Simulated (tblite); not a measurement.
# C7H12N: the cost of one run

The runs use tblite 0.8.0 and PySCF 2.14.0, with density-fitted response routines of our own; the level of theory stands in each step. All values are computed, except where a source is named. Atoms are numbered from 0 throughout.

## 1. The molecule as given

20 atoms, charge 0, multiplicity 2; geometry from: force field or distance geometry start.

Bonds of the start (Å): C0–C1 1.32, C1–C2 1.48, C2–C3 1.49, C3–C4 1.49, C4–C5 1.35, C4–C6 1.48, C6–N7 1.45, C0–H8 1.09, C0–H9 1.09, C1–H10 1.11, C2–H11 1.09, C3–H12 1.11, C3–H13 1.13, C5–H14 1.09, C5–H15 1.09, C6–H16 1.11, C6–H17 1.10, N7–H18 1.04, N7–H19 1.06.

## 2. Optimising the geometry with GFN2-xTB

The job: settings as JSON, then the geometry in Å.

```
{"job": {"kind": "relax", "xc": "GFN2-xTB", "basis": "xTB"}, "charge": 0, "multiplicity": 2}
C     -3.590200    -0.128900     0.953200
C     -2.529200    -0.632900     0.348000
C     -1.242900     0.102000     0.280600
C     -0.256500    -0.415800    -0.707700
C      1.010500     0.367100    -0.729200
C      1.421600     0.967700    -1.866200
C      1.883100     0.542300     0.459400
N      2.375000    -0.717600     0.980700
H     -4.540700    -0.663900     1.023600
H     -3.479900     0.872500     1.381200
H     -2.647900    -1.650000    -0.072600
H     -0.853200     0.378900     1.257100
H     -0.734700    -0.389500    -1.703600
H     -0.000900    -1.484500    -0.428700
H      0.825500     0.885700    -2.769300
H      2.348600     1.547100    -1.877600
H      1.269400     0.997000     1.260100
H      2.738300     1.175900     0.189200
H      2.914400    -1.266500     0.283100
H      3.084400    -0.475700     1.735600
```

The run is started by

```
$ OMP_NUM_THREADS=1 python probes_run.py task.json out
```

One launch serves the whole session: the jobs run in the order shown.

Q: Estimate the wall time of this first job on 1 thread of Arm Neoverse V1, shared host.

About 1.4 s.
